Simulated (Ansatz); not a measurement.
# C₁₀H₁₇GeN: one species, many methods

The task here is to estimate one member of a computed series from the others.

The runs use Ansatz 0.2.0, Gaussian basis; functionals in def2-TZVPP, the program's frozen cores in correlated methods.

The runs, in order: LDA (SPW92), PBE-D4, revPBE-D4, BLYP-D4, r2SCAN-D4, B97M-V, PBE0-D4, B3LYP-D4, r2SCANh-D4, r2SCAN0-D4, HSE06-D4, BHLYP-D4, CAM-B3LYP-D4, LC-ωPBE, ωB97X-V, ωB97M-V, B2PLYP, PBE-QIDH; CCSD(T)/def2-SVP; CCSD(T)/def2-TZVPP; MP2/def2-QZVPP; extrapolation to the limit; RPA on PBE.

### The relaxed structure

The geometry comes from an earlier relaxation with PBE0-D4 in a triple-zeta def2 set; it is a stationary point, not always the lowest conformer.

SMILES `CC(C)(C)[N]([GeH3])c1ccccc1`, 29 atoms, charge 0, spin multiplicity 1.

Atoms are counted from 1 here; the program's logs count them from 0.

Bond lengths: C1–C2 1.523 Å, C1–H13 1.092 Å, C1–H14 1.094 Å, C1–H15 1.092 Å, C2–C3 1.526 Å, C2–C4 1.530 Å, C2–N5 1.480 Å, C3–H16 1.093 Å, C3–H17 1.091 Å, C3–H18 1.092 Å, C4–H19 1.092 Å, C4–H20 1.093 Å, C4–H21 1.093 Å, N5–Ge6 1.851 Å, N5–C7 1.421 Å, Ge6–H22 1.533 Å, Ge6–H23 1.538 Å, Ge6–H24 1.549 Å and more. Angles: C2–C1–H13 110.9°, C2–C1–H14 111.9°, C2–C1–H15 109.8°, H13–C1–H14 108.5°, H13–C1–H15 108.5°, H14–C1–H15 107.0°, C1–C2–C3 108.4°, C1–C2–C4 109.2°, C1–C2–N5 108.5°, C3–C2–C4 109.1°, C3–C2–N5 109.9°, C4–C2–N5 111.7°, C2–C3–H16 109.8°, C2–C3–H17 111.6°, C2–C3–H18 110.7°, H16–C3–H17 107.9°, H16–C3–H18 108.4°, H17–C3–H18 108.4° and more.

Set-up of the first run:

The input, in.yaml:

```yaml
crystal:
  periodic: [false, false, false]
  atoms:
    - {symbol: C, position_ang: [-2.741486, 0.738140, 0.167230]}
    - {symbol: C, position_ang: [-1.390224, 0.138667, 0.532160]}
    - {symbol: C, position_ang: [-1.570734, -1.361248, 0.747782]}
    - {symbol: C, position_ang: [-0.891446, 0.775729, 1.830511]}
    - {symbol: N, position_ang: [-0.453045, 0.376323, -0.588281]}
    - {symbol: Ge, position_ang: [-0.489923, 1.961117, -1.543176]}
    - {symbol: C, position_ang: [0.831701, -0.222444, -0.494498]}
    - {symbol: C, position_ang: [1.905124, 0.423843, 0.117639]}
    - {symbol: C, position_ang: [3.158211, -0.167751, 0.169163]}
    - {symbol: C, position_ang: [3.359035, -1.422791, -0.383833]}
    - {symbol: C, position_ang: [2.300416, -2.074667, -0.999925]}
    - {symbol: C, position_ang: [1.052088, -1.477048, -1.060037]}
    - {symbol: H, position_ang: [-3.108810, 0.326165, -0.774937]}
    - {symbol: H, position_ang: [-2.693735, 1.827465, 0.075085]}
    - {symbol: H, position_ang: [-3.469109, 0.515234, 0.949964]}
    - {symbol: H, position_ang: [-2.290138, -1.535208, 1.551382]}
    - {symbol: H, position_ang: [-0.632415, -1.842038, 1.028373]}
    - {symbol: H, position_ang: [-1.944861, -1.838784, -0.160402]}
    - {symbol: H, position_ang: [0.063730, 0.344379, 2.136189]}
    - {symbol: H, position_ang: [-0.759566, 1.854332, 1.709588]}
    - {symbol: H, position_ang: [-1.607428, 0.611493, 2.639974]}
    - {symbol: H, position_ang: [0.729981, 1.897779, -2.469557]}
    - {symbol: H, position_ang: [-1.786849, 2.053020, -2.364082]}
    - {symbol: H, position_ang: [-0.397389, 3.216878, -0.640843]}
    - {symbol: H, position_ang: [1.751453, 1.406110, 0.551823]}
    - {symbol: H, position_ang: [3.980578, 0.355457, 0.644211]}
    - {symbol: H, position_ang: [4.337523, -1.887118, -0.343689]}
    - {symbol: H, position_ang: [2.450755, -3.050579, -1.448024]}
    - {symbol: H, position_ang: [0.226762, -1.970456, -1.559289]}
basis:
  gaussian: {orbitals: def2-TZVPP}
hamiltonian: {xc: lda}
output: {orbitals: {seedname: orbitals}}
```

The run is started by

```bash
$ ansatz run in.yaml --threads 11 --pin off --events-out ev --progress --plain --max-ram 174080MiB --backend cuda --devices 0, --max-vram 75GiB
```

Among the steps run: LDA; PBE-D4 (GGA); revPBE-D4 (GGA); BLYP-D4 (GGA); r2SCAN-D4 (meta-GGA); B97M-V (meta-GGA); B3LYP-D4 (hybrid); r2SCANh-D4 (hybrid); r2SCAN0-D4 (hybrid); HSE06-D4 (hybrid); BHLYP-D4 (hybrid); CAM-B3LYP-D4 (range-separated); LC-ωPBE (range-separated); ωB97X-V (range-separated); ωB97M-V (range-separated); B2PLYP (double hybrid); PBE-QIDH (double hybrid).

One table of the session follows, with a row left open; its other results are not shown here.

```
  functional  HOMO (eV)  gap (eV)
 LDA (SPW92)      -5.12      3.71
      PBE-D4      -4.98      3.83
   revPBE-D4      -4.92      3.86
     BLYP-D4      -4.85      3.86
   r2SCAN-D4      -5.23      4.27
      B97M-V      -5.42      4.50
     PBE0-D4      -6.29      6.05
    B3LYP-D4      -6.06      5.64
  r2SCANh-D4      -5.72      5.09
  r2SCAN0-D4      -6.46      6.33
    HSE06-D4      -5.89      5.28
    BHLYP-D4      -7.45      8.26
CAM-B3LYP-D4      -7.62      8.46
     LC-ωPBE      -8.92     10.77
     ωB97X-V          ?         ?
     ωB97M-V      -8.55     10.28
```

**Question.** Estimate the row for ωB97X-V.

**Answer.** HOMO (eV): -8.61; gap (eV): 10.45. In the column «HOMO (eV)» it lies between LC-ωPBE (-8.92) and ωB97M-V (-8.55).
